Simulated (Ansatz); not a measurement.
# PdC18: the cost of one run

Program: Ansatz 0.2.0. Level of theory: DFT PBE, plane waves, PAW, scalar-relativistic, no spin polarisation. These are calculated values, not measurements.

## 1. The system as given

The cell holds 19 atoms (C18Pd): a = 7.398 Å, b = 7.398 Å, c = 12.000 Å, α = 90.00°, β = 90.00°, γ = 120.00°.

As a file:

```
C Pd
1.0
     7.39800    0.00000    0.00000
    -3.69900    6.40686    0.00000
     0.00000    0.00000   12.00000
C Pd
18 1
Direct
  0.00000 0.00000 0.08333
  0.22222 0.11111 0.08333
  0.00000 0.33333 0.08333
  0.22222 0.44444 0.08333
  0.00000 0.66667 0.08333
  0.22222 0.77778 0.08333
  0.33333 0.00000 0.08333
  0.55556 0.11111 0.08333
  0.33333 0.33333 0.08333
  0.55556 0.44444 0.08333
  0.33333 0.66667 0.08333
  0.55556 0.77778 0.08333
  0.66667 0.00000 0.08333
  0.88889 0.11111 0.08333
  0.66667 0.33333 0.08333
  0.88889 0.44444 0.08333
  0.66667 0.66667 0.08333
  0.88889 0.77778 0.08333
  0.53419 0.37469 0.26250
```

## 2. End point A

input.yaml reads:

```yaml
crystal:
  lattice:
    - [7.398, 0.0, 0.0]
    - [-3.699, 6.406856, 0.0]
    - [0.0, 0.0, 12.0]
  atoms:
    - { symbol: C, position: [0.0, 0.0, 0.0833333] }
    - { symbol: C, position: [0.2222222, 0.1111111, 0.0833333] }
    - { symbol: C, position: [0.0, 0.3333333, 0.0833333] }
    - { symbol: C, position: [0.2222222, 0.4444444, 0.0833333] }
    - { symbol: C, position: [0.0, 0.6666667, 0.0833333] }
    - { symbol: C, position: [0.2222222, 0.7777778, 0.0833333] }
    - { symbol: C, position: [0.3333333, 0.0, 0.0833333] }
    - { symbol: C, position: [0.5555556, 0.1111111, 0.0833333] }
    - { symbol: C, position: [0.3333333, 0.3333333, 0.0833333] }
    - { symbol: C, position: [0.5555556, 0.4444444, 0.0833333] }
    - { symbol: C, position: [0.3333333, 0.6666667, 0.0833333] }
    - { symbol: C, position: [0.5555556, 0.7777778, 0.0833333] }
    - { symbol: C, position: [0.6666667, 0.0, 0.0833333] }
    - { symbol: C, position: [0.8888889, 0.1111111, 0.0833333] }
    - { symbol: C, position: [0.6666667, 0.3333333, 0.0833333] }
    - { symbol: C, position: [0.8888889, 0.4444444, 0.0833333] }
    - { symbol: C, position: [0.6666667, 0.6666667, 0.0833333] }
    - { symbol: C, position: [0.8888889, 0.7777778, 0.0833333] }
    - { symbol: Pd, position: [0.5341853, 0.3746907, 0.2625] }
basis:
  ecutwfc: 420.0
kpoints:
  mp_grid: { grid: [2, 2, 1] }
hamiltonian:
  xc: pbe
scf:
  occupations: { method: gaussian, width: 0.02 }
  lower_state_search: "off"
relax:
  f_tol: 0.03
  max_steps: 60
  adjacent_minimum: "off"
output:
  write_density: true
  write_potential: true
  elf: true
  volumetric_format: npy
```

Started as:

```
$ ansatz run input.yaml --threads 1 --pin off --max-ram 3072MiB --backend cpu --events-out ev --progress --plain --runs-dir out
```

**Question.** How long does this run take on 1 thread of Arm Neoverse V1, shared host, and how much memory does it need?

About 2 min, with a peak of 0.67 GiB.
